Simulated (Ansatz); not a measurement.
**C2H6GeOSi: basis-set convergence**

An exercise on one series of results from a longer session: the logs are not shown, and one member is left open.

Computed with Ansatz 0.2.0, Gaussian basis. Level: one geometry, several basis sets.

Levels to be run: PBE0-D4/def2-SVP; ωB97M-V/def2-SVP; PBE0-D4/def2-QZVPP; ωB97M-V/def2-QZVPP; the functionals' def2-TZVPP values are taken from earlier runs.

## The relaxed structure

The geometry comes from an earlier relaxation with PBE0-D4 in a triple-zeta def2 set; it is a stationary point, not always the lowest conformer.

SMILES `O[SiH2]C#[C][GeH3]`, 11 atoms, charge 0, spin multiplicity 1.

Atoms are counted from 1 here; the program's logs count them from 0.

Bond lengths: O1–Si2 1.642 Å, O1–H6 0.958 Å, Si2–C3 1.828 Å, Si2–H7 1.485 Å, Si2–H8 1.478 Å, C3–C4 1.214 Å, C4–Ge5 1.902 Å, Ge5–H9 1.533 Å, Ge5–H10 1.532 Å, Ge5–H11 1.533 Å. Angles: Si2–O1–H6 117.7°, O1–Si2–C3 111.4°, O1–Si2–H7 111.9°, O1–Si2–H8 106.0°, C3–Si2–H7 107.1°, C3–Si2–H8 109.9°, H7–Si2–H8 110.6°, Si2–C3–C4 179.3°, C3–C4–Ge5 179.6°, C4–Ge5–H9 108.6°, C4–Ge5–H10 108.6°, C4–Ge5–H11 108.4°, H9–Ge5–H10 110.4°, H9–Ge5–H11 110.3°, H10–Ge5–H11 110.4°.

Coordinates:

```
O    -1.5541   -1.0693    2.4654
Si   -0.7740   -1.7197    1.1751
C    -0.0207   -0.4235    0.1291
C     0.4662    0.4389   -0.5735
Ge    1.2413    1.7877   -1.6682
H    -2.2000   -0.3822    2.2961
H    -1.6933   -2.4998    0.3079
H     0.2812   -2.5915    1.7326
H     0.4614    1.8577   -2.9860
H     2.7052    1.4194   -1.9328
H     1.1521    3.1254   -0.9251
```

The first run:

Contents of in.yaml:

```yaml
crystal:
  periodic: [false, false, false]
  atoms:
    - {symbol: O, position_ang: [-1.554089, -1.069291, 2.465383]}
    - {symbol: Si, position_ang: [-0.773974, -1.719742, 1.175130]}
    - {symbol: C, position_ang: [-0.020676, -0.423457, 0.129061]}
    - {symbol: C, position_ang: [0.466225, 0.438881, -0.573501]}
    - {symbol: Ge, position_ang: [1.241338, 1.787740, -1.668214]}
    - {symbol: H, position_ang: [-2.200043, -0.382202, 2.296119]}
    - {symbol: H, position_ang: [-1.693282, -2.499827, 0.307930]}
    - {symbol: H, position_ang: [0.281188, -2.591535, 1.732639]}
    - {symbol: H, position_ang: [0.461398, 1.857689, -2.985989]}
    - {symbol: H, position_ang: [2.705178, 1.419406, -1.932814]}
    - {symbol: H, position_ang: [1.152135, 3.125439, -0.925145]}
basis:
  gaussian: {orbitals: def2-SVP}
hamiltonian: {xc: pbe0, dispersion: d4}
output: {orbitals: {seedname: orbitals}}
```

The run is started by

```console
> ansatz run in.yaml --threads 4 --pin off --events-out ev --progress --plain --max-ram 10444MiB
```

Among the steps run: PBE0-D4 in def2-SVP; ωB97M-V in def2-SVP; PBE0-D4 in def2-QZVPP; ωB97M-V in def2-QZVPP.

One of the session's tables, all rows but one given; the rest of the session is left out.

It belongs to the step «Functionals by basis». 

```
functional       basis  HOMO (eV)
   PBE0-D4    def2-SVP      -8.02
   PBE0-D4  def2-TZVPP      -8.08
   PBE0-D4  def2-QZVPP      -8.09
   ωB97M-V    def2-SVP          ?
   ωB97M-V  def2-TZVPP     -10.28
   ωB97M-V  def2-QZVPP     -10.28
```

Q: Estimate the row for ωB97M-V, def2-SVP from the others.

**Answer.** HOMO (eV): -10.18. In the column «HOMO (eV)» it lies between ωB97M-V, def2-QZVPP (-10.28) and PBE0-D4, def2-QZVPP (-8.09).
